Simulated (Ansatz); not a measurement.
This was printed by a script on the Python package of Ansatz (0.2.0), for a geometry optimisation of FH₄NSiTe, SMILES N[SiH](F)[TeH]. What did the script look like? Use: PBE, def2-SVP basis, multiplicity 1.

```json
{"atom": "N", "x (Å)": "-0.1249", "y (Å)": "1.5743", "z (Å)": "-0.2455"}
{"atom": "Si", "x (Å)": "0.4949", "y (Å)": "-0.0214", "z (Å)": "-0.0008"}
{"atom": "F", "x (Å)": "1.3587", "y (Å)": "-0.4779", "z (Å)": "-1.3680"}
{"atom": "Te", "x (Å)": "-1.2844", "y (Å)": "-1.6222", "z (Å)": "0.3525"}
{"atom": "H", "x (Å)": "-0.8267", "y (Å)": "1.5447", "z (Å)": "-1.0854"}
{"atom": "H", "x (Å)": "-0.7540", "y (Å)": "1.8572", "z (Å)": "0.5807"}
{"atom": "H", "x (Å)": "1.3990", "y (Å)": "-0.0073", "z (Å)": "1.1867"}
{"atom": "H", "x (Å)": "-0.1703", "y (Å)": "-2.9044", "z (Å)": "0.5240"}
```

Running `python fh4nsite.py` prints:
```text
[INFO] step   1  E = -19430.638787 eV  largest force component 2.8202 eV/A
[INFO] step   2  E = -19430.854307 eV  largest force component 1.2600 eV/A
[INFO] step   3  E = -19430.909610 eV  largest force component 0.3489 eV/A
[INFO] step   4  E = -19430.866122 eV  largest force component 0.9197 eV/A
[INFO] step   5  E = -19430.939813 eV  largest force component 0.2271 eV/A
[INFO] step   6  E = -19430.952704 eV  largest force component 0.1642 eV/A
[INFO] step   7  E = -19430.955722 eV  largest force component 0.7908 eV/A
[INFO] step   8  E = -19430.979641 eV  largest force component 0.2880 eV/A
[INFO] step   9  E = -19431.000341 eV  largest force component 0.3144 eV/A
[INFO] step  10  E = -19431.006267 eV  largest force component 0.2572 eV/A
[INFO] step  11  E = -19430.986470 eV  largest force component 1.4628 eV/A
[INFO] step  12  E = -19431.013651 eV  largest force component 0.3453 eV/A
[INFO] step  13  E = -19431.026306 eV  largest force component 0.4247 eV/A
[INFO] step  14  E = -19431.032252 eV  largest force component 0.1312 eV/A
[INFO] step  15  E = -19431.034374 eV  largest force component 0.2186 eV/A
[INFO] step  16  E = -19431.033052 eV  largest force component 0.2129 eV/A
[INFO] step  17  E = -19431.037623 eV  largest force component 0.0368 eV/A
[INFO] step  18  E = -19431.038007 eV  largest force component 0.0237 eV/A
[INFO] step  19  E = -19431.038058 eV  largest force component 0.0091 eV/A
[INFO] E = -19431.038091 eV = -714.0774790 Ha
converged: True  doubts: none
[INFO] final positions (A) and the move of each atom
[INFO] N    -0.44896    1.39177   -0.13998    0.3866
[INFO] Si    0.44961   -0.03764    0.18348    0.1905
[INFO] F     1.45881   -0.54559   -1.01450    0.3736
[INFO] Te   -1.27135   -1.83714    0.50216    0.2622
[INFO] H    -1.18174    1.40618   -0.85297    0.4464
[INFO] H    -0.03298    2.31561    0.00052    1.0328
[INFO] H     1.33073    0.24836    1.35853    0.3155
[INFO] H    -0.21182   -2.99855   -0.09305    0.6256
  atom  mulliken  lowdin
0    N    -0.341   0.034
1   Si     0.582   0.033
2    F    -0.298  -0.028
3   Te    -0.181   0.036
4    H     0.140   0.014
5    H     0.138   0.018
6    H    -0.074  -0.084
7    H     0.033  -0.023
dipole (e A): [-0.129   0.4069 -0.0118]
```

One script that gives this output:

The script, `fh4nsite.py`:
```python
'''Geometry optimisation of FH4NSiTe.'''

import logging
import sys
import warnings

import ansatz
import numpy as np
import pandas as pd

logging.basicConfig(stream=sys.stdout, format='[%(levelname)s] %(message)s')
log = logging.getLogger('fh4nsite')
log.setLevel(logging.INFO)

params = {
    'basis': 'def2-SVP',
    'xc': 'PBE',
}


def main() -> None:
    warnings.simplefilter('ignore', ansatz.DeckWarning)

    geometry_ang = [
        ('N', (-0.1249, 1.5743, -0.2455)),
        ('Si', (0.4949, -0.0214, -0.0008)),
        ('F', (1.3587, -0.4779, -1.368)),
        ('Te', (-1.2844, -1.6222, 0.3525)),
        ('H', (-0.8267, 1.5447, -1.0854)),
        ('H', (-0.754, 1.8572, 0.5807)),
        ('H', (1.399, -0.0073, 1.1867)),
        ('H', (-0.1703, -2.9044, 0.524)),
    ]
    geometry = ansatz.Crystal.molecule()
    for symbol, xyz in geometry_ang:
        geometry = geometry.atom(symbol, xyz)

    setup = geometry.calculation()
    setup = setup.basis(gaussian=params['basis'])
    setup = setup.functional(params['xc'])
    symbols = [site.symbol for site in geometry.cartesian_sites]
    start = np.array([site.position_ang for site in geometry.cartesian_sites], dtype=float)
    def progress(event):
        if event['event'] == 'relax_step':
            row = event['data']
            log.info(f'step {row["step"]:3d}  E = {row["lagrangian_ev"]:.6f} eV  largest force component {row["allowed_force_max_ev_ang"]:.4f} eV/A')


    report = setup.relax(force_tolerance=0.01).session().plan().execute(on_event=progress).report
    end = np.array(report['positions_ang'])

    log.info(f'E = {report["free_energy_ev"]:.6f} eV = {report["free_energy_ev"] / 27.211386246:.7f} Ha')
    print('converged:', report['converged'], ' doubts:', report['published_state_doubts'] or 'none')

    log.info('final positions (A) and the move of each atom')
    for symbol, xyz, old in zip(symbols, end, start):
        log.info(f'{symbol:2s} {xyz[0]:10.5f} {xyz[1]:10.5f} {xyz[2]:10.5f}   {np.linalg.norm(xyz - old):7.4f}')

    charges = report['charge_distribution']
    table = pd.DataFrame({'atom': symbols, 'mulliken': charges['mulliken_charges_e'], 'lowdin': charges['lowdin_charges_e']})
    print(table.round(3).to_string())
    print('dipole (e A):', np.round(charges['dipole_moment_e_ang'], 4) + 0.0)


if __name__ == '__main__':
    main()
```

Total energies depend on the basis set; only differences at equal settings carry meaning. The end point is the stationary point reached from this start; no frequency run checks that it is a minimum, and the basis set is modest. def2 sets replace the cores of elements past krypton by effective core potentials. The Löwdin charges here are taken after orthogonalising the functions within each atom; they differ from plain Löwdin charges, and their signs can be unphysical. Run time: 57 s on 1 thread of Arm Neoverse V2, with other jobs on the host, peak memory 0.26 GiB.

(Lines on the test bed's own set-up are left out of the output.)
